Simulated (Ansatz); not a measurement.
# AlN: a single-point run

The task is a single-point run on AlN. The structure is shown as the input types it.

Method: density functional or hybrid calculation with the settings of its input, plane waves, in Ansatz 0.2.0.

2 further runs of the same task are left out: 2 that didn't finish.

**1. The system as given**

It takes space group F-43m (No. 216, cubic). The conventional cell has a = 4.370 Å, b = 4.370 Å, c = 4.370 Å, α = 90.00°, β = 90.00°, γ = 90.00°. Al (site symmetry -43m) has 4 N at 1.89 Å as nearest neighbours. Around N (site symmetry -43m) lie 4 Al at 1.89 Å.

As a file:

```xyz
2
Lattice="0.0000 2.1849 2.1849 2.1849 0.0000 2.1849 2.1849 2.1849 0.0000" Properties=species:S:1:pos:R:3 pbc="T T T"
Al    0.0000    0.0000    0.0000
N     1.0924    1.0924    1.0924
```

**2. Input and run**

input.yaml

```yaml
crystal:
  lattice:
    - [0.0, 2.1848764127, 2.1848764127]
    - [2.1848764127, 0.0, 2.1848764127]
    - [2.1848764127, 2.1848764127, 0.0]
  atoms:
    - { symbol: Al, position: [0.0, 0.0, 0.0] }
    - { symbol: "N", position: [0.25, 0.25, 0.25] }
kpoints:
  mp_grid: { grid: [8, 8, 8] }
hamiltonian:
  xc: r2scan
scf:
  occupations: { method: cold, width: 1.5 }
  n_extra_bands: 4
output:
  forces: true
  stress: true
  eigenvalues: true
```

The run is started by

```sh
$ ansatz run input.yaml --threads 4 --pin off --max-ram 3686MiB --backend cpu --events-out ev --progress --plain --runs-dir out
```

**Question.** How will this run end, and is anything wrong with its input?

The program finished normally. That alone doesn't make the input a sound one.

In the input, scf.occupations.width is 1.5. A smearing of this width stands for electrons at many thousands of kelvin; it empties bonding states and fills antibonding ones.

The test: set scf.occupations.width to 0.2.
